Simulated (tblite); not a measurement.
# C9H12: the cost of one run

Programs: tblite 0.8.0 and PySCF 2.14.0, with density-fitted response routines of our own. Each step states its level of theory. These are calculated values for one molecule in the gas phase, unless marked as measured. Atoms count from 0, in the outputs and in this text.

### Step 1. Starting geometry

21 atoms, charge 0, multiplicity 1; geometry from: force field or distance geometry start.

Bonds of the start (Å): C0–C1 1.35, C1–C2 1.51, C2–C3 1.49, C3–C4 1.34, C4–C5 1.48, C5–C6 1.49, C6–C7 1.33, C7–C8 1.49, C7–C2 1.48, C0–H9 1.06, C0–H10 1.10, C1–H11 1.08, C2–H12 1.12, C3–H13 1.11, C4–H14 1.08, C5–H15 1.11, C5–H16 1.13, C6–H17 1.09, C8–H18 1.10, C8–H19 1.11, C8–H20 1.13.

### Step 2. Geometry optimisation with GFN2-xTB

What the job is given:

```
{"job": {"kind": "relax", "xc": "GFN2-xTB", "basis": "xTB"}, "charge": 0, "multiplicity": 1}
C      2.647100     1.357600     0.329000
C      1.665800     0.772600    -0.389300
C      0.645400    -0.039000     0.364700
C      0.770800    -1.436800    -0.136300
C     -0.292300    -2.243800    -0.099200
C     -1.633700    -1.837700     0.371100
C     -1.756600    -0.365000     0.172400
C     -0.725200     0.474000     0.172100
C     -1.041500     1.911100    -0.043300
H      3.383500     1.937800    -0.172400
H      2.611700     1.218500     1.417500
H      1.632500     0.864700    -1.468300
H      0.865300    -0.019000     1.464000
H      1.757800    -1.787200    -0.497600
H     -0.185200    -3.257600    -0.463000
H     -2.450500    -2.358200    -0.166600
H     -1.760800    -2.064600     1.467000
H     -2.766800     0.025100     0.030100
H     -0.240000     2.455700    -0.570800
H     -1.991500     2.036400    -0.605900
H     -1.144700     2.372300     0.979100
```

Command:

```
OMP_NUM_THREADS=1 python probes_run.py task.json out
```

One launch serves the whole session: the jobs run in the order shown.

Q: Estimate the wall time and peak memory of this first job on 1 thread of Arm Neoverse V1, shared host.

About 1.2 s, with a peak of 0.18 GiB.
